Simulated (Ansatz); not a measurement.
# TiAl, space group Pm-3m: a frozen displacement of one atom

With Ansatz 0.2.0 through its Python package.

Notebook, run cell by cell (the value of a cell's last expression is shown):

**Cell 1**
```python
import ansatz
import numpy as np
```

**Cell 2**
```python
vectors = np.array([
    [3.018, 0.0, 0.0],
    [0.0, 3.018, 0.0],
    [0.0, 0.0, 3.018],
])
structure = (
    ansatz.Lattice.of(vectors)
    .atom("Ti", (0.5, 0.5, 0.5))
    .atom("Al", (0.0, 0.0, 0.0))
)

inverse = np.linalg.inv(np.array(structure.lattice.vectors))
home = np.array(structure.sites[0].position)
values = np.linspace(-0.2, 0.2, 5)
energies, pulls = [], []
for shift in values:
    moved = structure.move(0, to=home + shift * inverse[2])
    calculation = (
        moved.calculation()
        .functional("LDA")
        .basis(510)
        .kpoints(8, 8, 8)
        .occupations("cold", width=0.1)
        .forces()
    )
    report = calculation.run().report
    energies.append(report["free_energy_ev"])
    pulls.append(report["forces_ev_ang"][0][2])
```

**Cell 3**
```python
# the force is minus the slope of the free energy
print("shift (A)   dE (eV)   force along z (eV/A)")
for shift, e, f in zip(values, energies, pulls):
    print(f"{shift:8.3f} {e - energies[2]:10.5f} {f:12.4f}")
print(f"stiffness from energies {2 * np.polyfit(values, energies, 2)[0]:.3f}, from forces {-np.polyfit(values, pulls, 1)[0]:.3f} eV/A^2")
```
Output:
```text
shift (A)   dE (eV)   force along z (eV/A)
  -0.200    0.18428       1.8325
  -0.100    0.04625       0.9239
   0.000    0.00000       0.0000
   0.100    0.04625      -0.9239
   0.200    0.18428      -1.8325
stiffness from energies 9.209, from forces 9.178 eV/A^2
```

The curvature of the energy gives 9.209 eV/Å² and the slope of the force 9.178 eV/Å², a positive curvature.

For a metal this k-point mesh is coarse: on a finer one energies can move by several to tens of meV an atom and pressures by half a GPa or more, differences at one mesh by less. In a metal a curvature from energy changes of a few meV or less hangs on mesh and smearing, in size and even in sign. Of the deposited cell: it was measured well above room temperature. The starting cell is as deposited in a crystallographic database; the results hold for this polymorph, which needn't be the stable one. All periodic images of the atom move with it, so the curvature is one diagonal element of the zone-centre force constants and no normal mode; a positive value doesn't exclude soft modes in which several atoms move. Timing: 12 s on 1 thread of Arm Neoverse V1, on a shared host, peak memory 0.39 GiB.

(Lines on the test bed's own set-up are left out of the output.)
